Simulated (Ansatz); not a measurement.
# Pd: the cost of one run

Method: DFT PBEsol, scalar-relativistic, plane waves, PAW, in Ansatz 0.2.0.

### Step 1. Starting point

Symmetry: Fm-3m, No. 225, cubic system. The conventional cell has a = 3.900 Å, b = 3.900 Å, c = 3.900 Å, α = 90.00°, β = 90.00°, γ = 90.00°. Around Pd (site symmetry m-3m) lie 12 Pd at 2.76 Å.

Structure file:

```
Pd
1.0
     0.00000    1.95000    1.95000
     1.95000    0.00000    1.95000
     1.95000    1.95000    0.00000
Pd
1
Direct
  0.00000 0.00000 0.00000
```

### Step 2. Relaxing cell and atoms: Pd, no spin

File input.yaml:

```yaml
crystal:
  lattice:
    - [0.0, 1.95, 1.95]
    - [1.95, 0.0, 1.95]
    - [1.95, 1.95, 0.0]
  atoms:
    - { symbol: Pd, position: [0.0, 0.0, 0.0] }
scf:
  occupations: { method: methfessel_paxton, width: 0.1 }
output:
  forces: true
  stress: true
  eigenvalues: true
hamiltonian:
  xc: pbesol
kpoints:
  mp_grid: { grid: [20, 20, 20] }
relax:
  f_tol: 0.005
  adjacent_minimum: "off"
  cell: { stress_tol: 0.02 }
```

On the command line:

```
ansatz run input.yaml --threads 8 --pin off --max-ram 24576MiB --backend cpu --events-out ev --progress --plain --runs-dir out
```

Q: Estimate wall time and peak memory on 8 threads of Arm Neoverse V1, shared host.

About 2.6 s, with a peak of 0.35 GiB.
